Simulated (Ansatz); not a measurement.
**Hf (sc type): a single-point run**

The task is a single-point run on Hf (sc type).

Program: Ansatz 0.2.0. Level of theory: DFT, PBEsol, norm-conserving pseudopotentials, Ansatz's default files, scalar-relativistic. These are calculated values, not measurements.

2 further runs of the same task are left out: 1 that didn't finish, 1 set aside as unsound or not needed. Runs told in other sessions of the task aren't counted.

## Step 1: The starting structure

The structure is cubic, space group Pm-3m (No. 221). The conventional cell has a = 2.866 Å, b = 2.866 Å, c = 2.866 Å, α = 90.00°, β = 90.00°, γ = 90.00°. Hf (site symmetry m-3m) is surrounded by 6 Hf at 2.87 Å.

Structure file:

```xyz
1
Lattice="2.8658 0.0000 0.0000 0.0000 2.8658 0.0000 0.0000 0.0000 2.8658" Properties=species:S:1:pos:R:3 pbc="T T T"
Hf    0.0000    0.0000    0.0000
```

## Step 2: Running it

Contents of input.yaml:

```yaml
crystal:
  lattice:
    - [2.8658323962, 0.0, 0.0]
    - [0.0, 2.8658323962, 0.0]
    - [0.0, 0.0, 2.8658323962]
  atoms:
    - { symbol: Hf, position: [0.0, 0.0, 0.0] }
kpoints:
  mp_grid: { grid: [13, 13, 13] }
scf:
  occupations: { method: fixed }
  max_iter: 75
hamiltonian:
  xc: pbesol
  pseudopotentials: { kind: nc }
output:
  forces: true
  stress: true
  eigenvalues: true
```

Run with:

```console
> ansatz run input.yaml --threads 1 --pin off --max-ram 2048MiB --backend cpu --events-out ev --progress --plain --runs-dir out
```

What happens when this is run?

This run ends as converged, with warnings (band overlap at count, metallic iterate, unresolved pair at count). Its log warns: «a fill by count may have filled part of one level: at k-index 74 the highest filled band, 13.622922 eV, and the lowest empty band, 13.622922 eV ...»

In the input, scf.occupations.method is fixed; scf.occupations.width is missing. The risk: fixed occupations where they can't hold. It still converged here, which does not make the setting sound.

The test: set scf.occupations.method to fermi_dirac and scf.occupations.width to 0.08.
